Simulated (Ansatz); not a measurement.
# CHBO2: taking an electron away

The task here is to estimate one member of a computed series from the others.

Program: Ansatz 0.2.0, Gaussian basis. Level of theory: unrestricted cation, the program's frozen cores in correlated methods. These are calculated values, not measurements.

Plan: UKS PBE-D4/def2-TZVPP; UKS r2SCAN-D4/def2-TZVPP; UKS PBE0-D4/def2-TZVPP; UKS B3LYP-D4/def2-TZVPP; UKS wB97X-V/def2-TZVPP; UKS wB97M-V/def2-TZVPP; UKS B2PLYP/def2-TZVPP; UHF-CCSD(T)/def2-TZVPP; UHF-MP2/def2-QZVPP; extrapolation to the limit; then −ε(HOMO) from the neutral's earlier runs with LDA (SPW92), PBE-D4, revPBE-D4, BLYP-D4, r2SCAN-D4, B97M-V, PBE0-D4, B3LYP-D4, r2SCANh-D4, r2SCAN0-D4, HSE06-D4, BHLYP-D4, CAM-B3LYP-D4, LC-ωPBE, ωB97X-V, ωB97M-V.

## The geometry

An earlier PBE0-D4 in a triple-zeta def2 set relaxation fixed the geometry.

5 atoms, charge 0, spin multiplicity 1.

Atoms are counted from 1 here; the program's logs count them from 0.

Bond lengths: O1–C2 1.122 Å, B3–O4 1.199 Å, B3–H5 1.172 Å. Angles: O4–B3–H5 179.1°.

Geometry (Å):

```xyz
5

O    -1.0399   -1.3001    2.0677
C    -0.8049   -0.3401    1.5357
B     0.6274    0.5295   -1.2078
O     0.8015   -0.6384   -1.4156
H     0.4659    1.6754   -1.0213
```

The first run:

Contents of in.yaml:

```yaml
crystal:
  periodic: [false, false, false]
  atoms:
    - {symbol: O, position_ang: [-1.039910, -1.300134, 2.067731]}
    - {symbol: C, position_ang: [-0.804863, -0.340098, 1.535705]}
    - {symbol: B, position_ang: [0.627374, 0.529511, -1.207809]}
    - {symbol: O, position_ang: [0.801504, -0.638408, -1.415579]}
    - {symbol: H, position_ang: [0.465896, 1.675429, -1.021348]}
basis:
  gaussian: {orbitals: def2-TZVPP}
total_charge: 1
magnetization: {spin_polarized: true, initial_magnetization: 1}
hamiltonian: {xc: pbe, dispersion: d4}
```

Started as:

```
$ ansatz run in.yaml --threads 2 --pin off --events-out ev --progress --plain --max-ram 4352MiB
```

Among the steps run: Cation, UKS PBE-D4/def2-TZVPP; Cation, UKS r2SCAN-D4/def2-TZVPP; Cation, UKS PBE0-D4/def2-TZVPP; Cation, UKS B3LYP-D4/def2-TZVPP; Cation, UKS wB97X-V/def2-TZVPP; Cation, UKS wB97M-V/def2-TZVPP; Cation, UKS B2PLYP (frozen core)/def2-TZVPP; Cation, UHF-CCSD(T)/def2-TZVPP; Cation, UHF-MP2/def2-QZVPP.

One of the session's tables, all rows but one given; the rest of the session is left out.

For comparison, −ε(HOMO) of the neutral from earlier runs:

| functional | −ε(HOMO) (eV) |
| --- | --- |
| LDA (SPW92) | 8.83 |
| PBE-D4 | 8.65 |
| revPBE-D4 | 8.57 |
| BLYP-D4 | 8.54 |
| r2SCAN-D4 | 8.97 |
| B97M-V | 8.99 |
| PBE0-D4 | 10.21 |
| B3LYP-D4 | 9.95 |
| r2SCANh-D4 | 9.56 |
| r2SCAN0-D4 | 10.44 |
| HSE06-D4 | 9.80 |
| BHLYP-D4 | 11.68 |
| CAM-B3LYP-D4 | ? |
| LC-ωPBE | 13.16 |
| ωB97X-V | 12.73 |
| ωB97M-V | 12.65 |

Estimate the missing values for CAM-B3LYP-D4.

The run gave: −ε(HOMO) (eV): 11.72. In the column «−ε(HOMO) (eV)» it lies between BHLYP-D4 (11.68) and ωB97M-V (12.65).
